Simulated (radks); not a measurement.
# Polarisabilities and dispersion coefficients of Zn²⁺, Ar, Al⁺ and others

An exercise on one series of results from a longer session: the logs are not shown, and one member is left open.

Program: radks (a radial shooting solver on a logarithmic mesh, Libxc functionals) version 1. Level of theory: non-relativistic Kohn-Sham, LB94 model potential, spin-polarised, spherical densities, point nucleus; open shells are filled with parallel spins first. These are calculated values, not measurements, unless marked.

## The atom as given

| Property | Result |
| --- | --- |
| species | Zn²⁺ ([Ar] 3d10), Ar ([Ar]), Al⁺ ([Ne] 3s2), Ge⁺ ([Ar] 3d10 4s2 4p1), Rh ([Kr] 4d8 5s1), Zr²⁺ ([Kr] 4d2) |

LB94 adds a gradient term to the LDA potential that gives it a −1/r tail. It is a model potential with no energy functional, so Etot and Exc are not given.

The first run:

Settings of this run:

```text
Z 30
configuration [Ar] 3d10
relativity non-relativistic
functional lda,pw
model_potential LB94
spin polarised
nucleus point
response adiabatic LDA kernel
```

Among the steps run: Zn²⁺, [Ar] 3d10; Ar, [Ar]; Al⁺, [Ne] 3s2; Ge⁺, [Ar] 3d10 4s2 4p1; Rh, [Kr] 4d8 5s1; Zr²⁺, [Kr] 4d2.

One of the session's tables, all rows but one given; the rest of the session is left out.

```
species  −ε(HOMO) (eV)  α (bohr³)  α uncoupled (bohr³)  C6 (hartree bohr⁶)
   Zn²⁺         40.987      2.484                3.154               6.599
     Ar         15.749      11.44                17.37               66.93
    Al⁺              ?          ?                    ?                   ?
    Ge⁺         16.277      16.66                26.51               90.87
     Rh          8.440      44.89                73.36               359.7
   Zr²⁺         24.120      10.57                14.55               52.86
```

Estimate the missing values for Al⁺.

As computed: −ε(HOMO) (eV): 19.181; α (bohr³): 21.67; α uncoupled (bohr³): 37.05; C6 (hartree bohr⁶): 103.1. In the column «−ε(HOMO) (eV)» it lies between Ge⁺ (16.277) and Zr²⁺ (24.120).

C8 is given only where no p, d or f shell is open. For heavy and open-shell atoms this level can miss by tens of per cent.
